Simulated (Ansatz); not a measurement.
I need a rigid torsion scan of C4H6Si, SMILES C#CC(=C)[SiH3]. Use Ansatz 0.2.0, Python API. Settings (for the species named): r2SCAN, def2-SVP basis, multiplicity 1.

```xyz
11

C    -0.1616    1.3535    2.1018
C    -0.2254    0.6465    1.1504
C    -0.2806   -0.2467    0.0311
C    -1.0425   -1.2606    0.0278
Si    0.9699    0.1103   -1.3141
H    -0.2024    2.0770    2.9225
H    -1.1414   -1.9752   -0.7890
H    -1.7707   -1.4174    0.8466
H     2.3637    0.0768   -0.7360
H     0.7263    1.4645   -1.8547
H     0.8300   -0.8859   -2.3657
```

`c4h6si_torsion.py`:
```python
"""Rigid torsion scan of C4H6Si."""

import ansatz
from ase import Atoms


def main() -> None:
    atoms = Atoms(["C", "C", "C", "C", "Si", "H", "H", "H", "H", "H", "H"], positions=[
        (-0.1616, 1.3535, 2.1018),
        (-0.2254, 0.6465, 1.1504),
        (-0.2806, -0.2467, 0.0311),
        (-1.0425, -1.2606, 0.0278),
        (0.9699, 0.1103, -1.3141),
        (-0.2024, 2.077, 2.9225),
        (-1.1414, -1.9752, -0.789),
        (-1.7707, -1.4174, 0.8466),
        (2.3637, 0.0768, -0.736),
        (0.7263, 1.4645, -1.8547),
        (0.83, -0.8859, -2.3657),
    ])

    # start the scan from a relaxed geometry
    first = (
        ansatz.Crystal.molecule_from_ase(atoms).calculation()
        .basis(gaussian="def2-SVP")
        .functional("r2SCAN")
        .relax(force_tolerance=0.02, max_steps=80)
    )
    atoms.positions = first.run(threads=1, backend="cpu").report["positions_ang"]

    start = atoms.get_dihedral(1, 2, 3, 6)
    energies = {}
    for turn in range(0, 360, 40):
        turned = atoms.copy()
        turned.set_dihedral(1, 2, 3, 6, start + turn, indices=[3, 6, 7])
        base = ansatz.Crystal.molecule_from_ase(turned).calculation()
        base = base.basis(gaussian="def2-SVP")
        base = base.functional("r2SCAN")
        energies[round((start + turn) % 360)] = base.run(threads=1, backend="cpu").report["free_energy_ev"]
    floor = min(energies.values())
    print("dihedral C1-C2-C3-H6 (deg)   E - E(min) (kJ/mol)")
    for angle, e in sorted(energies.items()):
        print(f"{angle:8d} {96.485332 * (e - floor):14.3f}  " + "#" * int(30 * (e - floor) / max(max(energies.values()) - floor, 1e-9)))


if __name__ == "__main__":
    main()
```

```console
$ python c4h6si_torsion.py
dihedral C1-C2-C3-H6 (deg)   E - E(min) (kJ/mol)
      20         18.689  ##
      60        161.912  #################
     100        278.481  #############################
     140         73.492  #######
     180          0.000
     220         73.568  #######
     260        278.591  ##############################
     300        161.816  #################
     340         18.645  ##
```

The scan is rigid and the energies are electronic, in a modest basis. With rigid groups the curve can differ much from the relaxed path, the start wasn't checked as a minimum of this torsion, and equivalent turns needn't return to the same energy. The whole script took 2.2 min on 1 thread of Arm Neoverse V2, with other jobs on the host, peak memory 0.23 GiB.
